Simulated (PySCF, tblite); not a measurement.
# C13H11N3Si: excited states

What do calculations give for the excited states of C13H11N3Si (`[C-]#[N+]c1ccc(/N=N/c2ccc([SiH3])cc2)cc1`)?

Computed with tblite 0.8.0 and PySCF 2.14.0 and routines of our own; the level stands in each step. Atoms count from 0.

## 1. The system as given

28 atoms, charge 0, multiplicity 1; geometry from: force field or distance geometry start.

## 2. Relaxing the molecule with GFN2-xTB

What the job is given:

```
{"job": {"kind": "relax", "xc": "GFN2-xTB", "basis": "xTB"}, "charge": 0, "multiplicity": 1}
C     -7.449600     0.859500     0.444400
N     -6.314800     0.673800     0.302900
C     -4.940800     0.436600     0.158500
C     -4.311000     0.909100    -1.001800
C     -2.942900     0.666100    -1.140100
C     -2.221400    -0.013100    -0.162300
N     -0.845400    -0.252300    -0.364500
N     -0.160000     0.309300     0.531900
C      1.211900     0.072400     0.322900
C      1.751100    -1.212800     0.348200
C      3.126500    -1.410000     0.165000
C      3.987200    -0.317700    -0.025900
Si     5.827600    -0.570900    -0.257800
C      3.441100     0.976700    -0.037600
C      2.058300     1.174500     0.144700
C     -2.891000    -0.477100     0.994600
C     -4.255300    -0.246500     1.149900
H     -4.865900     1.429000    -1.760800
H     -2.430100     1.022000    -2.034400
H      1.111000    -2.067700     0.505600
H      3.509900    -2.421300     0.190300
H      6.577600     0.601800     0.262000
H      6.273800    -1.791700     0.460900
H      6.125700    -0.730900    -1.715000
H      4.066900     1.860700    -0.172600
H      1.641500     2.171200     0.144700
H     -2.333600    -1.016300     1.746400
H     -4.769000    -0.606900     2.039200
```

Launch:

```bash
> OMP_NUM_THREADS=1 python excited_run.py task.json out
```

One launch serves the whole session: the jobs run in the order shown.

What it wrote:

```text
step      E/eV     max force
  0   -1191.30822    2.145
  1   -1191.43023    3.224
  2   -1191.51103    1.871
  3   -1191.55619    0.437
  4   -1191.56955    0.253
  5   -1191.57972    0.179
  6   -1191.58421    0.173
  7   -1191.58911    0.166
  8   -1191.59360    0.159
  9   -1191.59731    0.143
 10   -1191.60118    0.113
 11   -1191.60465    0.121
 12   -1191.60767    0.110
 13   -1191.61053    0.109
 14   -1191.61392    0.135
 15   -1191.61775    0.128
 16   -1191.62097    0.115
 17   -1191.62301    0.075
 18   -1191.62443    0.071
 19   -1191.62586    0.081
 20   -1191.62739    0.091
 21   -1191.62879    0.096
 22   -1191.62999    0.069
 23   -1191.63113    0.060
 24   -1191.63231    0.068
 25   -1191.63348    0.074
 26   -1191.63462    0.069
 27   -1191.63569    0.081
 28   -1191.63661    0.065
 29   -1191.63735    0.048
 30   -1191.63801    0.060
 31   -1191.63874    0.065
 32   -1191.63971    0.071
 33   -1191.64088    0.084
 34   -1191.64216    0.099
 35   -1191.64355    0.094
 36   -1191.64509    0.074
 37   -1191.64686    0.088
 38   -1191.64889    0.093
 39   -1191.65116    0.120
 40   -1191.65354    0.119
 41   -1191.65587    0.095
 42   -1191.65792    0.091
 43   -1191.65971    0.080
 44   -1191.66154    0.105
 45   -1191.66363    0.107
 46   -1191.66600    0.141
 47   -1191.66859    0.149
 48   -1191.67138    0.164
 49   -1191.67411    0.190
 50   -1191.67696    0.198
 51   -1191.67963    0.121
 52   -1191.68256    0.107
 53   -1191.68455    0.151
 54   -1191.68698    0.134
 55   -1191.68901    0.108
 56   -1191.69085    0.081
 57   -1191.69251    0.098
 58   -1191.69417    0.114
 59   -1191.69625    0.127
 60   -1191.69883    0.128
 61   -1191.70200    0.167
 62   -1191.70467    0.096
 63   -1191.70712    0.129
 64   -1191.70912    0.102
 65   -1191.71157    0.162
 66   -1191.71436    0.121
 67   -1191.71632    0.083
 68   -1191.71806    0.074
 69   -1191.71961    0.087
 70   -1191.72121    0.090
 71   -1191.72262    0.089
 72   -1191.72393    0.092
 73   -1191.72536    0.093
 74   -1191.72707    0.128
 75   -1191.72885    0.122
 76   -1191.73041    0.076
 77   -1191.73177    0.082
 78   -1191.73300    0.155
 79   -1191.73442    0.094
 80   -1191.73622    0.080
 81   -1191.73756    0.091
 82   -1191.73896    0.134
 83   -1191.74062    0.131
 84   -1191.74245    0.083
 85   -1191.74445    0.103
 86   -1191.74637    0.081
 87   -1191.74795    0.119
 88   -1191.74924    0.078
 89   -1191.75037    0.075
 90   -1191.75155    0.064
 91   -1191.75229    0.056
 92   -1191.75298    0.055
 93   -1191.75343    0.056
 94   -1191.75407    0.056
 95   -1191.75479    0.053
 96   -1191.75544    0.057
 97   -1191.75584    0.043
 98   -1191.75609    0.036
 99   -1191.75630    0.033
100   -1191.75652    0.038
101   -1191.75674    0.031
102   -1191.75694    0.029
103   -1191.75709    0.022
104   -1191.75719    0.024
105   -1191.75727    0.018
106   -1191.75734    0.021
107   -1191.75742    0.031
108   -1191.75752    0.019
109   -1191.75762    0.028
110   -1191.75773    0.020
111   -1191.75787    0.026
112   -1191.75806    0.028
113   -1191.75833    0.038
114   -1191.75867    0.039
115   -1191.75899    0.032
116   -1191.75926    0.031
117   -1191.75953    0.034
118   -1191.75987    0.040
119   -1191.76029    0.042
120   -1191.76067    0.035
121   -1191.76090    0.024
122   -1191.76103    0.020
123   -1191.76115    0.020
124   -1191.76127    0.019
125   -1191.76139    0.022
126   -1191.76149    0.029
127   -1191.76160    0.026
128   -1191.76172    0.025
129   -1191.76183    0.022
130   -1191.76192    0.022
131   -1191.76203    0.023
132   -1191.76217    0.030
133   -1191.76240    0.035
134   -1191.76268    0.045
135   -1191.76295    0.052
136   -1191.76320    0.043
137   -1191.76345    0.036
138   -1191.76374    0.032
139   -1191.76403    0.033
140   -1191.76427    0.028
141   -1191.76449    0.034
142   -1191.76472    0.041
143   -1191.76503    0.036
144   -1191.76537    0.034
145   -1191.76571    0.033
146   -1191.76597    0.031
147   -1191.76621    0.036
148   -1191.76643    0.039
149   -1191.76669    0.028
150   -1191.76692    0.031
151   -1191.76709    0.033
152   -1191.76723    0.025
153   -1191.76736    0.027
154   -1191.76750    0.023
155   -1191.76768    0.027
156   -1191.76788    0.036
157   -1191.76806    0.024
158   -1191.76820    0.020
159   -1191.76830    0.019
160   -1191.76840    0.025
161   -1191.76850    0.019
162   -1191.76860    0.019
163   -1191.76869    0.022
164   -1191.76879    0.022
165   -1191.76887    0.017
166   -1191.76894    0.015
167   -1191.76900    0.014
168   -1191.76905    0.015
169   -1191.76911    0.018
170   -1191.76917    0.014
171   -1191.76922    0.013
172   -1191.76926    0.011
173   -1191.76928    0.009
```

Wall time 2.5 s (1 thread of Arm Neoverse V2, shared host).

Relaxation path: (not every step is listed)

```
step  energy from step 0 (eV)  largest force (eV/Å)
   0                   0.0000                2.1454
   1                  -0.1220                3.2239
   2                  -0.2028                1.8715
   3                  -0.2480                0.4367
   4                  -0.2613                0.2532
   5                  -0.2715                0.1789
   6                  -0.2760                0.1730
   7                  -0.2809                0.1662
   8                  -0.2854                0.1594
  24                  -0.3241                0.0677
  40                  -0.3453                0.1192
  56                  -0.3826                0.0813
  72                  -0.4157                0.0921
  88                  -0.4410                0.0780
 104                  -0.4490                0.0235
 120                  -0.4524                0.0355
 136                  -0.4550                0.0435
 152                  -0.4590                0.0252
 168                  -0.4608                0.0147
 169                  -0.4609                0.0177
 170                  -0.4610                0.0144
 171                  -0.4610                0.0135
 172                  -0.4610                0.0110
 173                  -0.4611                0.0091
```

Close pairs (by a distance rule), those that changed most:

```
    bond  before (Å)  after (Å)  change (Å)
   N1–C2       1.402      1.358      -0.044
   C5–N6       1.411      1.372      -0.039
   N7–C8       1.408      1.375      -0.033
Si12–H23       1.496      1.465      -0.031
 C13–C14       1.409      1.377      -0.031
  C9–C10       1.401      1.376      -0.025
Si12–H21       1.486      1.463      -0.023
   C3–C4       1.396      1.375      -0.021
```

The next job starts from the end point, and lists it.

## 3. Infrared spectrum with GFN2-xTB

What the job is given:

```
{"job": {"kind": "ir", "xc": "GFN2-xTB", "basis": "xTB"}, "charge": 0, "multiplicity": 1}
C     -7.456889     0.350234     0.712816
N     -6.308755     0.323745     0.498478
C     -4.972950     0.292225     0.257074
C     -4.506876     0.225616    -1.058378
C     -3.154224     0.178000    -1.300519
C     -2.242876     0.224357    -0.236808
N     -0.910742     0.070089    -0.526259
N     -0.067040     0.593159     0.257600
C      1.258611     0.271551     0.086411
C      1.701565    -0.903608    -0.537400
C      3.045969    -1.195389    -0.571450
C      3.992995    -0.339507    -0.006319
Si     5.826321    -0.789235    -0.049021
C      3.539546     0.830355     0.602545
C      2.197391     1.133951     0.664133
C     -2.723873     0.291936     1.080276
C     -4.076202     0.318826     1.326936
H     -5.217414     0.204813    -1.871145
H     -2.775139     0.128261    -2.309216
H      0.966643    -1.569639    -0.965822
H      3.380392    -2.108087    -1.045162
H      6.591942     0.313717     0.531094
H      6.028169    -2.012934     0.731179
H      6.224056    -1.020064    -1.439549
H      4.256587     1.508735     1.042836
H      1.846898     2.038011     1.138407
H     -2.008794     0.304252     1.889171
H     -4.456208     0.363986     2.337302
```

What it wrote:

```text
mode    cm-1     km/mol
  1       7.3      0.20
  2      22.4      0.16
  3      32.2      0.03
  4      36.5      0.20
  5      75.4      3.28
  6     100.7      2.12
  7     148.8     11.44
  8     157.9     32.56
  9     164.7      5.35
 10     197.5      2.05
 11     240.5     29.17
 12     262.9     16.74
 13     317.5      4.52
 14     354.5      5.99
 15     367.7      5.49
 16     381.0      4.89
 17     386.0     16.97
 18     453.9      1.83
 19     465.0      8.22
 20     499.3     11.98
 21     507.6      4.54
 22     525.2      9.64
 23     547.4     63.35
 24     556.3     70.34
 25     599.0      1.49
 26     611.1      0.76
 27     658.1     16.43
 28     674.5     12.95
 29     684.3      3.60
 30     750.1      6.88
 31     772.5    168.73
 32     783.5    158.93
 33     785.6    794.44
 34     802.7     37.08
 35     816.0     57.20
 36     854.3      2.25
 37     861.3      1.75
 38     871.3     32.53
 39     905.0      0.73
 40     909.1      0.14
 41     917.1      0.28
 42     918.6      1.36
 43     925.9      0.77
 44    1007.1      0.38
 45    1009.5      3.56
 46    1117.8      2.76
 47    1125.0      0.73
 48    1143.6     60.84
 49    1157.5      0.24
 50    1174.9      1.94
 51    1205.5      8.51
 52    1242.0      2.10
 53    1252.4      2.82
 54    1269.1      3.70
 55    1284.9      8.10
 56    1317.2      0.07
 57    1320.3      3.99
 58    1394.4      5.65
 59    1410.4      4.74
 60    1446.5     37.26
 61    1456.5      3.89
 62    1505.5      2.64
 63    1532.0      5.16
 64    1537.2      2.10
 65    1575.2      0.40
 66    1589.5      0.73
 67    2192.0      1.58
 68    2250.3    369.78
 69    2257.1    252.54
 70    2272.5    310.46
 71    3062.5     39.89
 72    3069.9     37.85
 73    3083.7     13.15
 74    3087.7     18.68
 75    3092.2     12.64
 76    3095.2     22.98
 77    3098.2     14.17
 78    3106.5     17.03
```

It took 2.1 s on 1 thread of Arm Neoverse V2, shared host.

Which atoms move in the most intense modes:

```
cm⁻¹  km/mol                                    atoms
 547    63.4  H21 49 %, H23 16 %, H22 15 %, Si12 10 %
 556    70.3    H22 25 %, H23 24 %, C8 12 %, C11 11 %
 772   168.7             H21 57 %, H23 27 %, H22 12 %
 784   158.9                       H22 51 %, H23 37 %
 786   794.4             H21 28 %, H22 28 %, H23 27 %
2250   369.8                       H22 86 %, H23 10 %
2257   252.5                       H23 86 %, H22 11 %
2272   310.5                                 H21 97 %
```

## 4. Excited states: TDA BHandHLYP/def2-SVP

Settings changed since step 3:

```diff
@@ -1,2 +1,2 @@
-{"job": {"kind": "ir", "xc": "GFN2-xTB", "basis": "xTB"}, "charge": 0, "multiplicity": 1}
+{"job": {"kind": "states", "xc": "BHandHLYP", "basis": "def2-SVP", "tda": true, "soc": true, "nstates": 8, "ntriplets": 4, "nquad": 4}, "charge": 0, "multiplicity": 1}
 C     -7.456889     0.350234     0.712816
```

Method: TDA BHandHLYP/def2-SVP excited states, vertical, gas phase, spin-orbit mean-field couplings.

What it wrote:

```text
coarse grid: 25752 points
cycle   1  E = -954.4921154696  dE =  3.728e+00  |g| = 4.706e-01  |ddm| = 6.831e+00
cycle   2  E = -954.5356822570  dE = -4.357e-02  |g| = 3.389e-01  |ddm| = 1.304e+00
cycle   3  E = -954.5595479312  dE = -2.387e-02  |g| = 1.470e-01  |ddm| = 4.875e-01
cycle   4  E = -954.5645937602  dE = -5.046e-03  |g| = 5.259e-02  |ddm| = 2.059e-01
cycle   5  E = -954.5652080755  dE = -6.143e-04  |g| = 1.026e-02  |ddm| = 5.572e-02
cycle   6  E = -954.5652348442  dE = -2.677e-05  |g| = 5.203e-03  |ddm| = 1.788e-02
cycle   7  E = -954.5652427361  dE = -7.892e-06  |g| = 1.229e-03  |ddm| = 7.722e-03
final grid: 249704 points
cycle   8  E = -954.6709901583  dE = -3.109e-05  |g| = 2.979e-03  |ddm| = 4.928e-02
cycle   9  E = -954.6709909655  dE = -8.073e-07  |g| = 2.608e-03  |ddm| = 8.999e-03
cycle  10  E = -954.6709926949  dE = -1.729e-06  |g| = 6.252e-04  |ddm| = 3.506e-03
cycle  11  E = -954.6709927895  dE = -9.461e-08  |g| = 2.440e-04  |ddm| = 9.091e-04
cycle  12  E = -954.6709928062  dE = -1.666e-08  |g| = 9.077e-05  |ddm| = 3.758e-04
cycle  13  E = -954.6709928093  dE = -3.146e-09  |g| = 3.380e-05  |ddm| = 1.583e-04
cycle  14  E = -954.6709928102  dE = -8.852e-10  |g| = 1.809e-05  |ddm| = 8.942e-05
converged SCF energy = -954.6709928102

Singlet excitations
state   eV       nm        f     d(h-e)  d(exc)  Lambda  PR(NTO)  |dmu|/D   mu/D   main configurations
  1   2.5591   484.5   0.09629   0.058   2.919   0.700   1.013    0.240    3.670   H->L 0.41, H-2->L 0.27, H-1->L 0.16
  2   4.2587   291.1   1.48985   0.085   4.264   0.717   1.093    0.259    4.105   H->L 0.53, H-1->L 0.20, H-2->L 0.19
  3   4.7389   261.6   0.03477   1.984   4.141   0.637   1.327    6.961   10.836   H-1->L 0.48, H-2->L 0.33, H->L+3 0.09
  4   4.9206   252.0   0.01872   1.136   3.880   0.563   1.669    4.096    0.470   H-4->L 0.58, H->L+2 0.21
  5   5.1667   240.0   0.00705   0.089   4.820   0.717   1.282                     H-3->L 0.74
  6   5.8548   211.8   0.02694   1.184   4.123   0.721   1.527                     H->L+1 0.69
  7   6.0421   205.2   0.09729   0.048   4.393   0.524   1.903                     H->L+2 0.57, H-4->L 0.21
  8   6.1244   202.4   0.07289   0.406   4.495   0.560   1.746                     H->L+3 0.61, H-1->L 0.09

Triplet excitations (Tamm-Dancoff)
state   eV     d(h-e)  d(exc)  Lambda  PR(NTO)   main configurations
  1   1.6162   0.069   2.867   0.710   1.045   H->L 0.51, H-2->L 0.19, H-1->L 0.11
  2   2.5906   0.078   3.434   0.698   1.268   H->L 0.35, H-2->L 0.24, H-1->L 0.19
  3   3.4727   0.088   3.216   0.729   2.135   H-3->L 0.56, H->L+1 0.22
  4   4.0049   1.597   3.759   0.638   1.088   H-1->L 0.50, H-2->L 0.32
S1 - T1 = 0.9429 eV

Spin-orbit couplings |<S|Hso|T>| (cm-1)
             T1       T2       T3       T4
S0       36.703   16.514    1.559    1.106
S1        0.367    1.084    4.443    0.278
S2        2.255    0.654    1.310    0.227
S3        1.203    0.352    0.347    0.562
S4        2.040    0.604    0.360    0.038
S5        8.949    2.813    0.268    0.252
S6        1.782    1.363    0.809    0.127
S7        0.921    0.323    0.236    0.058
S8        0.742    0.384    0.155    1.007
T1 sublevels (cm-1): 0.000 0.000 0.103   radiative rates (1/s): 0.521 0.00591 0.694
```

Wall time 2.4 min (1 thread of Arm Neoverse V2, shared host); peak memory 1.5 GiB.

In short:

```
  quantity    value
S1 less T1  0.94 eV
```

## 5. Results

| quantity | value |
| --- | --- |
| strongest single infrared mode (GFN2-xTB) | 786 cm⁻¹, 794 km/mol |
| zero-point energy (GFN2-xTB) | 122.4 kcal/mol |
| S1 less T1 (step 4, TDA BHandHLYP/def2-SVP) | 0.94 eV |

What this shows: No mode is imaginary among the 78: a minimum at this level. Unscaled tight-binding wavenumbers are off by several per cent, some by more. Its intensities can rank the bands wrongly. In step 4, the number of triplets below S1 is 1, and the largest singlet-triplet spin-orbit coupling is S0–T1, 36.70 cm⁻¹.
